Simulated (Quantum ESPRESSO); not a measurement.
**ZrIn: equation of state with PBE**

The system is ZrIn.

```
CELL_PARAMETERS angstrom
3.14065 0.00000 0.00000
0.00000 3.14065 0.00000
0.00000 0.00000 4.45410
ATOMIC_POSITIONS crystal
In 0.50000 0.50000 0.50000
Zr 0.00000 0.00000 0.00000
```

The cell comes from a database or a generator and needn't be the stable form of this composition.

| Property | Result |
| --- | --- |
| Program | Quantum ESPRESSO 7.5 |
| Task | equation of state |
| Functional | PBE |
| Potentials or basis | SSSP 1.3 efficiency PBE |
| Cutoff | 748 eV |
| Density cutoff | 5987 eV |
| k mesh | 9 × 9 × 6 |
| Occupations | fermi-dirac, width 0.05 eV |
| Spin | no spin polarisation |

```json
{
 "Equilibrium volume": "22.20 Å³/atom",
 "Bulk modulus at fixed shape and positions": "93 GPa",
 "Pressure derivative of the bulk modulus": "4.1"
}
```

Energy against volume, from the lowest point:
```csv
volume (Å³/atom),energy (meV/atom)
20.649,35.14
21.088,17.16
21.528,5.77
21.967,0.24
22.406,0.00
22.846,4.59
23.285,13.55
```

All runs of the series together: 4.3 min on 1 thread of Arm Neoverse V2 (shared host).

Caveat: the cell was scaled at fixed shape and fractional positions, which overstates the stiffness of a crystal with free parameters, most of all of layers and chains.
